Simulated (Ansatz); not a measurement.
# C4H11BO: small, medium and large basis sets

How large a basis does C4H11BO need? Two functionals are run in growing sets.

Computed with Ansatz 0.2.0, Gaussian basis. Level: one geometry, several basis sets.

Levels to be run: PBE0-D4/def2-SVP; ωB97M-V/def2-SVP; PBE0-D4/def2-QZVPP; ωB97M-V/def2-QZVPP; the functionals' def2-TZVPP values are taken from earlier runs.

## 1. The relaxed structure

All runs share one geometry, relaxed beforehand with PBE0-D4 in a triple-zeta def2 set.

SMILES `BOC(C)(C)C`, 17 atoms, charge 0, spin multiplicity 1.

Atoms are counted from 1 here; the program's logs count them from 0.

Bond lengths: B1–O2 1.337 Å, B1–H7 1.199 Å, B1–H8 1.200 Å, O2–C3 1.441 Å, C3–C4 1.517 Å, C3–C5 1.520 Å, C3–C6 1.520 Å, C4–H9 1.092 Å, C4–H10 1.092 Å, C4–H11 1.091 Å, C5–H12 1.092 Å, C5–H13 1.091 Å, C5–H14 1.092 Å, C6–H15 1.091 Å, C6–H16 1.092 Å, C6–H17 1.092 Å. Angles: O2–B1–H7 115.8°, O2–B1–H8 122.8°, H7–B1–H8 121.4°, B1–O2–C3 128.4°, O2–C3–C4 113.2°, O2–C3–C5 105.7°, O2–C3–C6 105.6°, C4–C3–C5 110.7°, C4–C3–C6 110.7°, C5–C3–C6 110.7°, C3–C4–H9 111.6°, C3–C4–H10 108.8°, C3–C4–H11 111.7°, H9–C4–H10 108.2°, H9–C4–H11 108.3°, H10–C4–H11 108.1°, C3–C5–H12 110.5°, C3–C5–H13 110.2° and more.

## 2. PBE0-D4 in def2-SVP

The input, in.yaml:

```yaml
crystal:
  periodic: [false, false, false]
  atoms:
    - {symbol: B, position_ang: [-0.720823, -2.182194, 0.098995]}
    - {symbol: O, position_ang: [-0.324264, -1.065522, 0.717123]}
    - {symbol: C, position_ang: [0.067646, 0.191341, 0.132064]}
    - {symbol: C, position_ang: [-0.027401, 0.200500, -1.381828]}
    - {symbol: C, position_ang: [1.500565, 0.426313, 0.581487]}
    - {symbol: C, position_ang: [-0.862955, 1.231560, 0.733955]}
    - {symbol: H, position_ang: [-0.994306, -3.104931, 0.813843]}
    - {symbol: H, position_ang: [-0.803116, -2.270056, -1.094534]}
    - {symbol: H, position_ang: [-1.047222, 0.011826, -1.722174]}
    - {symbol: H, position_ang: [0.277006, 1.183266, -1.747618]}
    - {symbol: H, position_ang: [0.627477, -0.547557, -1.831997]}
    - {symbol: H, position_ang: [1.850542, 1.405960, 0.249669]}
    - {symbol: H, position_ang: [1.566275, 0.382180, 1.669906]}
    - {symbol: H, position_ang: [2.162004, -0.336286, 0.164652]}
    - {symbol: H, position_ang: [-0.816215, 1.193583, 1.823573]}
    - {symbol: H, position_ang: [-1.894232, 1.045782, 0.426278]}
    - {symbol: H, position_ang: [-0.579880, 2.234031, 0.406605]}
basis:
  gaussian: {orbitals: def2-SVP}
hamiltonian: {xc: pbe0, dispersion: d4}
output: {orbitals: {seedname: orbitals}}
```

Command:

```console
> ansatz run in.yaml --threads 4 --pin off --events-out ev --progress --plain --max-ram 11315MiB
```

Further steps of the session: ωB97M-V in def2-SVP; PBE0-D4 in def2-QZVPP; ωB97M-V in def2-QZVPP.

Before running them: what should the planned runs give, taken together? Wanted: PBE0-D4: double and triple zeta above quadruple; ωB97M-V: double and triple zeta above quadruple.

As calculated:

```
                                       quantity          value
PBE0-D4: double and triple zeta above quadruple  8.19, 0.41 eV
ωB97M-V: double and triple zeta above quadruple  8.62, 0.40 eV
```

What this shows: PBE0-D4 gains 7.78 eV from double to triple zeta, then 0.41 eV more. Total energies overstate the basis error of differences, where much of it tends to cancel. The LUMO of ωB97M-V is positive and keeps falling with the basis (2.12 to 1.34 eV): an unbound level that the basis holds in place.
